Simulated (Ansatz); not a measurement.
**SiBr3F: small, medium and large basis sets**

The task here is to estimate one member of a computed series from the others.

Method: one geometry, several basis sets; program: Ansatz 0.2.0, Gaussian basis.

The runs, in order: PBE0-D4/def2-SVP; ωB97M-V/def2-SVP; PBE0-D4/def2-QZVPP; ωB97M-V/def2-QZVPP; the functionals' def2-TZVPP values are taken from earlier runs.

### The relaxed structure

The geometry comes from an earlier relaxation with PBE0-D4 in a triple-zeta def2 set; it is a stationary point.

SMILES `F[Si](Br)(Br)Br`, 5 atoms, charge 0, spin multiplicity 1.

Atoms are counted from 1 here; the program's logs count them from 0.

Bond lengths: F1–Si2 1.579 Å, Si2–Br3 2.184 Å, Si2–Br4 2.184 Å, Si2–Br5 2.184 Å. Angles: F1–Si2–Br3 108.0°, F1–Si2–Br4 108.0°, F1–Si2–Br5 108.0°, Br3–Si2–Br4 110.9°, Br3–Si2–Br5 110.9°, Br4–Si2–Br5 110.9°.

The first run:

in.yaml reads:

```yaml
crystal:
  periodic: [false, false, false]
  atoms:
    - {symbol: F, position_ang: [-1.259399, -0.667148, 0.856534]}
    - {symbol: Si, position_ang: [-0.058468, -0.049955, 0.038393]}
    - {symbol: Br, position_ang: [1.748108, -1.169694, 0.540124]}
    - {symbol: Br, position_ang: [-0.522772, -0.234669, -2.087526]}
    - {symbol: Br, position_ang: [0.142532, 2.047866, 0.611074]}
basis:
  gaussian: {orbitals: def2-SVP}
hamiltonian: {xc: pbe0, dispersion: d4}
output: {orbitals: {seedname: orbitals}}
```

The run is started by

```sh
> ansatz run in.yaml --threads 4 --pin off --events-out ev --progress --plain --max-ram 11315MiB
```

Among the steps run: PBE0-D4 in def2-SVP; ωB97M-V in def2-SVP; PBE0-D4 in def2-QZVPP; ωB97M-V in def2-QZVPP.

One of the session's tables, all rows but one given; the rest of the session is left out.

It belongs to the step «Density functionals: the series». 

| functional | basis | HOMO (eV) |
| --- | --- | --- |
| PBE0-D4 | def2-SVP | -8.71 |
| PBE0-D4 | def2-TZVPP | -8.78 |
| PBE0-D4 | def2-QZVPP | ? |
| ωB97M-V | def2-SVP | -10.86 |
| ωB97M-V | def2-TZVPP | -10.95 |
| ωB97M-V | def2-QZVPP | -10.97 |

Estimate the missing values for PBE0-D4, def2-QZVPP.

As computed: HOMO (eV): -8.79. In the column «HOMO (eV)» it lies between ωB97M-V, def2-SVP (-10.86) and PBE0-D4, def2-TZVPP (-8.78).
